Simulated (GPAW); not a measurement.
The system is TaVN2.

```
Ta V N
1.0
     3.04987    0.00000    0.00000
     0.00000    3.04987    0.00000
     0.00000    0.00000    4.29606
Ta V N
1 1 2
Direct
  0.00000 0.00000 0.00000
  0.50000 0.50000 0.50000
  0.50000 0.50000 0.00000
  0.00000 0.00000 0.50000
```

The cell comes from a database or a generator and needn't be the stable form of this composition.

Base run:

| Quantity | Value |
| --- | --- |
| Program | GPAW 26.7.0 |
| Functional | PBEsol |
| Potentials or basis | PAW data sets generated in the run's folder for this functional |
| Cutoff | 800 eV |
| Basis | pw |
| k mesh | 9 × 9 × 6 |
| Occupations | fermi-dirac, width 0.05 eV |
| Spin | collinear spin, ferromagnetic start |
| Starting moments | [0.0, 2.0, 0.0, 0.0] μB |

Its results: pressure -10.4 GPa; net moment 0.90 μB per cell; site moments Ta -0.04; V +0.83; N +0.01 μB.

The run is repeated on the same cell with these changes: k mesh from 9 × 9 × 6 to 6 × 6 × 4. What comes out?

Pressure -10.1 GPa; net moment 1.03 μB per cell; site moments Ta -0.07; V +0.96; N +0.01 μB.

Caveats: some runs use coarse meshes.

Not every run made on this cell is shown here.
